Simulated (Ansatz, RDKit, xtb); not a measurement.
**C5H9BFN: ranking a sample of isomers**

Which of a sample of isomers of C5H9BFN is the most stable in the gas at 298.15 K, and what are its properties? The sample is small against all isomers, and the most stable one of this formula need not be in it.

Plan: many cheap relaxations first (GFN2-xTB), then density-functional screening, relaxation at PBE0-D3(BJ)/def2-SVP, vibrations (at GFN2-xTB) and a final energy. The numbers are computed, not measured.

### Step 1. Drawing up candidates

Isomers were taken from a list of plausible structures; this is a sample, not all of them. That gives 10 candidates.

| label | SMILES | spin |
| --- | --- | --- |
| c001 | CN1BC=C[C@H](F)C1 | singlet |
| c126 | FC[C@@H]1C#[N+][BH2-]CC1 | singlet |
| c179 | CNBCC#CCF | singlet |
| c242 | F[BH2-][N+]#CCC1CC1 | singlet |
| c539 | C=C([BH2-][N+]#CC)CF | singlet |
| c576 | C=C(C)CC#[N+][BH2-]F | singlet |
| c655 | C=C(F)/C=N/B(C)C | singlet |
| c733 | [BH3-][N+]#CC[C@@H]1C[C@H]1F | singlet |
| c736 | C#[N+][B@H-](CF)CC=C | singlet |
| c825 | C#C[C@H]([BH2-][NH3+])C(=C)F | singlet |

Candidates are built by distance geometry, with a force field where one applies, in up to four conformers (letters a to d).

**Question.** With final energies at CCSD(T)/def2-SVP + MP2/def2-TZVPP - MP2/def2-SVP, which structure will this search put lowest in free energy, and by what margin?

| quantity | value |
| --- | --- |
| lowest structure found | C=C(C)CC#[N+][BH2-]F, singlet |
| next finalist | CN1BC=C[C@H](F)C1, singlet, 2.5 kcal/mol higher in G |
| share at equilibrium, among the finalists | 98.5 % |

`C=C(C)CC#[N+][BH2-]F` comes out lowest. The margin, 2.5 kcal/mol, is modest. The thermal terms turn the order: in electronic energy alone `CN1BC=C[C@H](F)C1` is lowest. They come from GFN2-xTB, so the order rests on a rough term. MP2/def2-SVP already puts its bonding pattern lowest among the structures in one piece; GFN2-xTB favours the singlet CN1BC=C[C@H](F)C1 (c001b, not a finalist); HF/STO-3G, r2SCAN-D4/def2-SVP, PBE0-D3(BJ)/def2-SVP and HF/def2-SVP favour the singlet CN1BC=C[C@H](F)C1. Lowest found is not proven lowest: the search is finite, and each finalist counts with one conformer. Only 10 drawn patterns were tried, so whole families of isomers are missing, and the result ranks this sample alone.
